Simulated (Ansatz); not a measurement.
# GeHF₃: a ladder of functionals and wavefunction methods

How much do the methods differ for GeHF₃? The plan is to run it at one geometry with functionals of several rungs and with coupled cluster, and see how far each lands from CCSD(T) at the basis-set limit for the atomisation energy.

Method: functionals in def2-TZVPP, the program's frozen cores in correlated methods; program: Ansatz 0.2.0, Gaussian basis.

The runs, in order: LDA (SPW92), PBE-D4, revPBE-D4, BLYP-D4, r2SCAN-D4, B97M-V, PBE0-D4, B3LYP-D4, r2SCANh-D4, r2SCAN0-D4, HSE06-D4, BHLYP-D4, CAM-B3LYP-D4, LC-ωPBE, ωB97X-V, ωB97M-V, B2PLYP, PBE-QIDH; CCSD(T)/def2-SVP; CCSD(T)/def2-TZVPP; CCSD(T)/def2-QZVPP; extrapolation to the limit; RPA on PBE.

### Step 1. The geometry

All runs share one geometry, relaxed beforehand with PBE0-D4 in a triple-zeta def2 set.

SMILES `[F][GeH]([F])[F]`, 5 atoms, charge 0, spin multiplicity 1.

Atoms are counted from 1 here; the program's logs count them from 0.

Bond lengths: F1–Ge2 1.707 Å, Ge2–F3 1.707 Å, Ge2–F4 1.707 Å, Ge2–H5 1.516 Å. Angles: F1–Ge2–F3 106.4°, F1–Ge2–F4 106.4°, F1–Ge2–H5 112.4°, F3–Ge2–F4 106.4°, F3–Ge2–H5 112.4°, F4–Ge2–H5 112.4°.

Coordinates:

```xyz
5
charge 0, multiplicity 1
F    -0.24976   -0.73406    1.48302
Ge    0.09556   -0.00866   -0.02333
F    -0.67306    1.51569   -0.01129
F    -0.70808   -0.94396   -1.20399
H     1.58524    0.09729   -0.28571
```

### Step 2. LDA

This LDA is Slater exchange with PW92 correlation.

Contents of in.yaml:

```yaml
crystal:
  periodic: [false, false, false]
  atoms:
    - {symbol: F, position_ang: [-0.249762, -0.734065, 1.483023]}
    - {symbol: Ge, position_ang: [0.095565, -0.008659, -0.023333]}
    - {symbol: F, position_ang: [-0.673062, 1.515692, -0.011289]}
    - {symbol: F, position_ang: [-0.708078, -0.943959, -1.203991]}
    - {symbol: H, position_ang: [1.585239, 0.097291, -0.285708]}
basis:
  gaussian: {orbitals: def2-TZVPP}
hamiltonian: {xc: lda}
output: {orbitals: {seedname: orbitals}}
```

The run is started by

```
> ansatz run in.yaml --threads 2 --pin off --events-out ev --progress --plain --max-ram 22528MiB --backend cpu
```

Further steps of the session: PBE-D4 (GGA); revPBE-D4 (GGA); BLYP-D4 (GGA); r2SCAN-D4 (meta-GGA); B97M-V (meta-GGA); B3LYP-D4 (hybrid); r2SCANh-D4 (hybrid); r2SCAN0-D4 (hybrid); HSE06-D4 (hybrid); BHLYP-D4 (hybrid); CAM-B3LYP-D4 (range-separated); LC-ωPBE (range-separated); ωB97X-V (range-separated); ωB97M-V (range-separated); B2PLYP (double hybrid); PBE-QIDH (double hybrid); CCSD(T) in def2-SVP; CCSD(T) in def2-TZVPP; CCSD(T) in def2-QZVPP; RPA on PBE orbitals.

**Question.** What will the summary of the whole plan be? Wanted: atomisation energy, CCSD(T)/CBS; farthest beyond LDA; mean size of error, GGA; mean size of error, meta-GGA; mean size of error, hybrid; mean size of error, range-separated; mean size of error, double hybrid; gap, smallest and largest; T1 diagnostic.

The runs gave:

| quantity | value |
| --- | --- |
| atomisation energy, CCSD(T)/CBS | 1778.1 kJ/mol |
| functionals within 17.8 kJ/mol (1.0 %) | PBE-D4, r2SCAN-D4, B97M-V, CAM-B3LYP-D4, LC-ωPBE, ωB97X-V |
| farthest beyond LDA | BHLYP-D4 (-130.5 kJ/mol) |
| mean size of error, GGA | 30.7 kJ/mol |
| mean size of error, meta-GGA | 6.4 kJ/mol |
| mean size of error, hybrid | 66.8 kJ/mol |
| mean size of error, range-separated | 15.5 kJ/mol |
| mean size of error, double hybrid | 36.5 kJ/mol |
| gap, smallest and largest | 7.87 eV (LDA (SPW92)), 16.11 eV (LC-ωPBE) |
| T1 diagnostic | 0.0124 |
| triples share of the correlation energy | 2.9 % |

In words: LDA overbinds by 294.5 kJ/mol (17 %). PBE-D4 is off by +12.0 kJ/mol. Double hybrids carry the basis error of their MP2 part in triple zeta, and no dispersion term here, so their miss is partly the set-up's. The rungs meta-GGA, range-separated miss on average by less than the doubt on the reference (17.8 kJ/mol), so they tie; hybrid functionals have the largest mean beyond LDA (66.8 kJ/mol), BHLYP with half exact exchange included. Misses under about 17.8 kJ/mol are within the doubt on the reference itself, which lacks core-valence correlation, relativity and higher excitations, and its outer-core shells are covered unevenly. Hartree-Fock recovers 70 % of the binding; the rest is correlation. CCSD(T) in def2-SVP is off by -141.1 kJ/mol, worse than the median functional, from the basis alone. Orbital gaps span 7.9 to 16.1 eV; exact exchange widens them. Correlated methods include outer-core shells of Ge, which these sets cover unevenly.
